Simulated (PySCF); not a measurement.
# C8H8: the cost of one run

The runs use PySCF 2.14.0, with density-fitted response routines of our own; the level of theory stands in each step. All values are computed, except where a source is named. Atoms are numbered from 0 throughout.

## Step 1: Starting geometry

16 atoms, charge 0, multiplicity 1; geometry from: GFN2-xTB. The atoms were then displaced at random by about 0.01 Å, so the start is not that level's minimum.

Bonds of the start (Å): C0–C1 1.30, C1–C2 1.45, C2–C3 1.41, C3–C4 1.35, C4–C5 1.39, C5–C6 1.38, C6–C7 1.37, C7–C2 1.42, C0–H8 1.10, C0–H9 1.10, C1–H10 1.08, C3–H11 1.10, C4–H12 1.06, C5–H13 1.06, C6–H14 1.07, C7–H15 1.10.

## Step 2: Geometry optimisation at PBE0-D3(BJ)/def2-SVP

What the job is given:

```
{"job": {"xc": "PBE0", "basis": "def2-SVP", "d3": "d3bj", "grid": 1, "shake": 0.01, "kind": "geom"}, "charge": 0, "multiplicity": 1}
C     -2.491760     0.592760     1.198680
C     -1.792650    -0.320720     0.589470
C     -0.440040    -0.185500     0.092910
C      0.219290    -1.280790    -0.512360
C      1.475720    -1.215380    -1.001720
C      2.192960    -0.025990    -0.875210
C      1.619580     1.067550    -0.268890
C      0.332890     1.002020     0.206990
H     -2.144180     1.615910     1.408750
H     -3.521900     0.418580     1.530920
H     -2.235470    -1.296520     0.438590
H     -0.362450    -2.205660    -0.597580
H      1.900400    -2.061120    -1.470420
H      3.190970     0.032770    -1.241510
H      2.160460     1.980970    -0.173640
H     -0.122870     1.878740     0.685760
```

Launch:

```bash
$ OMP_NUM_THREADS=1 python probes_run.py task.json out
```

This one command runs all jobs of the session in turn.

**Question.** How long does this first job take on 1 thread of Arm Neoverse V1, shared host, and how much memory does it need?

About 80 s, with a peak of 0.61 GiB.
